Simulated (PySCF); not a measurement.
**Rh, Rh+: ionisation energy in aug-cc-pVDZ-PP with ECP28**

Aim: the ionisation energy of rhodium from differences of total energies, at each level of theory, and how far each lands from the tabulated value where there is one.

The numbers are computed with PySCF 2.14.0 (unrestricted determinants in a Gaussian basis, no spin-orbit coupling in the energies), except any that are marked as measured or tabulated.

## Step 1: The atom as given

| Property | Result |
| --- | --- |
| Element | rhodium (Z = 45) |
| Basis | aug-cc-pVDZ-PP with ECP28MDF (5s5p4d2f, 54 functions) |
| Hamiltonian | a scalar-relativistic core potential |
| State 1 | Rh: [Kr] 4d8 5s1, high-spin 4F determinant |
| State 2 | Rh+: [Kr] 4d8, high-spin 3F determinant |
| Methods | UHF, PBE0, BP86, MP2 |
| Core shells frozen in the correlated runs | valence: 4s2 4p6 (for Rh) |

The outer shells:

Rh [Kr] 4d8 5s1
```
[Kr] core
4d [↑↓][↑↓][↑↓][↑ ][↑ ]
5s [↑ ]
```

Rh+ [Kr] 4d8
```
[Kr] core
4d [↑↓][↑↓][↑↓][↑ ][↑ ]
```

The runs were made by one driver on top of PySCF. The scripts below sum up each run's settings (the driver also hands on starting orbitals that pick excited configurations, and frozen orbitals as a list rather than a count), and the logs come from the driver's own runs. The driver starts from symmetry-adapted Hartree-Fock orbitals, holds the occupation by maximum overlap and uses a logarithmic radial grid for functionals, so a plain start would take other cycles.

It was started by

```
$ OMP_NUM_THREADS=1 python atomrun2.py TASK.json OUT
```

The integrals over 54 functions and the set-up took 0.13 s of CPU time.

## Step 2: Rh: the ladder of methods

Level: UHF.

input.py

```python
from pyscf import gto, scf, dft, mp, cc
import basis_set_exchange as bse
txt = bse.get_basis("aug-cc-pVDZ-PP", elements=["Rh"], fmt="nwchem", header=False)
cut = txt.index("\nECP")
mol = gto.M(atom="Rh 0 0 0", charge=0, spin=3, symmetry="D2h",
            basis=gto.basis.parse(txt[:cut]),
            ecp={"Rh": gto.basis.parse_ecp(txt[cut:])})
mf = scf.UHF(mol)
mf.irrep_nelec = {'Ag': (4, 1), 'B1g': (1, 1), 'B2g': (1, 1), 'B3g': (1, 1), 'B1u': (1, 1), 'B2u': (1, 1), 'B3u': (1, 1)}
mf.kernel()
```

Level: PBE0.

input.py, as changed from the run before:

```diff
@@ -7,3 +7,3 @@
             ecp={"Rh": gto.basis.parse_ecp(txt[cut:])})
-mf = scf.UHF(mol)
+mf = dft.UKS(mol, xc="PBE0")
 mf.irrep_nelec = {'Ag': (4, 1), 'B1g': (1, 1), 'B2g': (1, 1), 'B3g': (1, 1), 'B1u': (1, 1), 'B2u': (1, 1), 'B3u': (1, 1)}
```

Level: BP86.

input.py, as changed from the run before:

```diff
@@ -7,3 +7,3 @@
             ecp={"Rh": gto.basis.parse_ecp(txt[cut:])})
-mf = dft.UKS(mol, xc="PBE0")
+mf = dft.UKS(mol, xc="B88,P86")
 mf.irrep_nelec = {'Ag': (4, 1), 'B1g': (1, 1), 'B2g': (1, 1), 'B3g': (1, 1), 'B1u': (1, 1), 'B2u': (1, 1), 'B3u': (1, 1)}
```

Level: MP2 (valence).

input.py, as changed from the run before:

```diff
@@ -7,4 +7,5 @@
             ecp={"Rh": gto.basis.parse_ecp(txt[cut:])})
-mf = dft.UKS(mol, xc="B88,P86")
+mf = scf.UHF(mol)
 mf.irrep_nelec = {'Ag': (4, 1), 'B1g': (1, 1), 'B2g': (1, 1), 'B3g': (1, 1), 'B1u': (1, 1), 'B2u': (1, 1), 'B3u': (1, 1)}
 mf.kernel()
+mp.UMP2(mf, frozen=4).kernel()
```

## Step 3: Rh+, method by method

Level: UHF.

input.py

```python
from pyscf import gto, scf, dft, mp, cc
import basis_set_exchange as bse
txt = bse.get_basis("aug-cc-pVDZ-PP", elements=["Rh"], fmt="nwchem", header=False)
cut = txt.index("\nECP")
mol = gto.M(atom="Rh 0 0 0", charge=1, spin=2, symmetry="D2h",
            basis=gto.basis.parse(txt[:cut]),
            ecp={"Rh": gto.basis.parse_ecp(txt[cut:])})
mf = scf.UHF(mol)
mf.irrep_nelec = {'Ag': (3, 1), 'B1g': (1, 1), 'B2g': (1, 1), 'B3g': (1, 1), 'B1u': (1, 1), 'B2u': (1, 1), 'B3u': (1, 1)}
mf.kernel()
```

Level: PBE0.

input.py, as changed from the run before:

```diff
@@ -7,3 +7,3 @@
             ecp={"Rh": gto.basis.parse_ecp(txt[cut:])})
-mf = scf.UHF(mol)
+mf = dft.UKS(mol, xc="PBE0")
 mf.irrep_nelec = {'Ag': (3, 1), 'B1g': (1, 1), 'B2g': (1, 1), 'B3g': (1, 1), 'B1u': (1, 1), 'B2u': (1, 1), 'B3u': (1, 1)}
```

Level: BP86.

input.py, as changed from the run before:

```diff
@@ -7,3 +7,3 @@
             ecp={"Rh": gto.basis.parse_ecp(txt[cut:])})
-mf = dft.UKS(mol, xc="PBE0")
+mf = dft.UKS(mol, xc="B88,P86")
 mf.irrep_nelec = {'Ag': (3, 1), 'B1g': (1, 1), 'B2g': (1, 1), 'B3g': (1, 1), 'B1u': (1, 1), 'B2u': (1, 1), 'B3u': (1, 1)}
```

Level: MP2 (valence).

input.py, as changed from the run before:

```diff
@@ -7,4 +7,5 @@
             ecp={"Rh": gto.basis.parse_ecp(txt[cut:])})
-mf = dft.UKS(mol, xc="B88,P86")
+mf = scf.UHF(mol)
 mf.irrep_nelec = {'Ag': (3, 1), 'B1g': (1, 1), 'B2g': (1, 1), 'B3g': (1, 1), 'B1u': (1, 1), 'B2u': (1, 1), 'B3u': (1, 1)}
 mf.kernel()
+mp.UMP2(mf, frozen=4).kernel()
```

Q: Predict the outcome of this session.

As calculated:

| quantity | value |
| --- | --- |
| ionisation energy, Rh | UHF 6.314, MP2 (valence) 7.244 eV; reference 7.479 |

Accuracy against cost (mean over 1 difference):

| method | mean absolute miss against the measured value (with the measured fine structure taken into account where it is known) (eV) | CPU time, both states (s) |
| --- | --- | --- |
| UHF | 1.165 | 0.37 |
| PBE0 | 0.110 | 0.77 |
| BP86 | 0.586 | 0.64 |
| MP2 (valence) | 0.235 | 0.44 |
| SCS-MP2 (valence) | 0.446 | 0.44 |

In words: Against experiment PBE0 comes closest (off by 0.11 eV) and UHF is farthest (1.17 eV). Hartree-Fock falls short because the species with more electrons holds more correlation energy, which it lacks. All values hold for this basis alone; no basis-set limit was taken.
